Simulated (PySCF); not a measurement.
# From one method to the next for GaP (triplet)

What do other methods print for GaP (triplet)?

The runs use PySCF 2.14.0; method and basis as typed in the scripts.

3 further runs of the same task are left out: 3 that didn't finish.

### 1 Starting geometry

GaP (triplet): 2 atoms, charge 0, spin multiplicity 3.

Bond lengths: Ga1–P2 2.270 Å.

### 2 The run that the others are compared with

Input file input.py:

```python
from pyscf import gto, scf, mp

mol = gto.M(
    atom='Ga 0 0 0; P 0 0 2.27',
    basis='cc-pvdz-dk',
    charge=0,
    spin=2,
    verbose=4,
)
mf = scf.UHF(mol)
mf = mf.sfx2c1e()
mf.kernel()
mp.MP2(mf, frozen=14).kernel()
mf.dip_moment()
print('orbital energies (hartree):', [e[max(0, n-3):n+3].round(4) for e, n in zip(mf.mo_energy, mol.nelec)])
```

On the command line:

```bash
python input.py
```

### 3 Tpssh (UKS)

Edit 1 changes functional: none (Hartree–Fock) → tpssh; SCF type: UHF → UKS; step after the SCF: mp2 → analyze.

Input file input.py:

```python
from pyscf import gto, dft

mol = gto.M(
    atom='Ga 0 0 0; P 0 0 2.27',
    basis='cc-pvdz-dk',
    charge=0,
    spin=2,
    verbose=4,
)
mf = dft.UKS(mol, xc='tpssh')
mf = mf.sfx2c1e()
mf.kernel()
mf.analyze()
print('orbital energies (hartree):', [e[max(0, n-3):n+3].round(4) for e, n in zip(mf.mo_energy, mol.nelec)])
```

### 4 Geometry optimisation

Edit 2 changes step after the SCF: mp2 → optimize.

Input file input.py:

```python
from pyscf import gto, scf
from pyscf.geomopt.geometric_solver import optimize

mol = gto.M(
    atom='Ga 0 0 0; P 0 0 2.27',
    basis='cc-pvdz-dk',
    charge=0,
    spin=2,
    verbose=4,
)
mf = scf.UHF(mol)
mf = mf.sfx2c1e()
mf.kernel()
mol_eq = optimize(mf, maxsteps=30)
print('optimised geometry (angstrom)')
print(mol_eq.tostring('raw'))
print('orbital energies (hartree):', [e[max(0, n-3):n+3].round(4) for e, n in zip(mf.mo_energy, mol.nelec)])
```

### 5 MP2

Edit 3 changes frozen orbitals: 14 → none.

Edit input.py of step 2 so:

```diff
@@ -12,3 +12,3 @@
 mf.kernel()
-mp.MP2(mf, frozen=14).kernel()
+mp.MP2(mf).kernel()
 mf.dip_moment()
```

### 6 Pbesol (UKS)

Edit 4 changes functional: none (Hartree–Fock) → pbesol; SCF type: UHF → UKS; step after the SCF: mp2 → analyze.

Input file input.py:

```python
from pyscf import gto, dft

mol = gto.M(
    atom='Ga 0 0 0; P 0 0 2.27',
    basis='cc-pvdz-dk',
    charge=0,
    spin=2,
    verbose=4,
)
mf = dft.UKS(mol, xc='pbesol')
mf = mf.sfx2c1e()
mf.kernel()
mf.analyze()
print('orbital energies (hartree):', [e[max(0, n-3):n+3].round(4) for e, n in zip(mf.mo_energy, mol.nelec)])
```

### 7 CASCI (ROHF)

Edit 5 changes step after the SCF: mp2 → casci; SCF type: UHF → ROHF; active space: none → 4 electrons in 4 orbitals.

Input file input.py:

```python
from pyscf import gto, scf, mcscf

mol = gto.M(
    atom='Ga 0 0 0; P 0 0 2.27',
    basis='cc-pvdz-dk',
    charge=0,
    spin=2,
    verbose=4,
)
mf = scf.ROHF(mol)
mf = mf.sfx2c1e()
mf.kernel()
mc = mcscf.CASCI(mf, 4, 4)
mc.kernel()
mc.analyze()
mf.dip_moment()
print('orbital energies (hartree):', mf.mo_energy[..., max(0, mol.nelec[1]-3):mol.nelec[0]+3].round(4))
```

Before running it: what results should come out? Wanted: for each run, E(SCF); from base; gap, α spin; SCF dipole; after the SCF.

The runs gave:

| run | E(SCF) (hartree) | from base (eV) | cycles | gap, α spin (eV) | SCF dipole (D) | after the SCF |
| --- | --- | --- | --- | --- | --- | --- |
| base | -2283.629081 | 0 | 15 | 9.37 | 2.52 | MP2 correlation -3.976 eV, core frozen |
| tpssh (UKS) | -2285.882359 | not comparable | 11 | 3.50 | 2.13 | n/a |
| geometry optimisation | -2283.629081 | 0.0000 | 15 | 9.37 | n/a | bond 2.311 Å, -0.007 eV |
| MP2 | -2283.629081 | 0.0000 | 15 | 9.37 | 2.52 | MP2 correlation -4.385 eV |
| pbesol (UKS) | -2283.385492 | not comparable | 11 | 2.77 | 1.82 | n/a |
| CASCI (ROHF) | -2283.620994 | +0.2201 | 12 | n/a | 2.49 | CASCI correlation -0.327 eV |

SCF columns refer to the geometry typed in the script.

The α-spin gap between the frontier levels is 2.8 eV with pbesol (0 % exact exchange) and 3.5 eV with tpssh (10 %). A lower total energy from another functional means nothing by itself. The dearest run is “geometry optimisation”, at 9.4 s against 1.3 s.
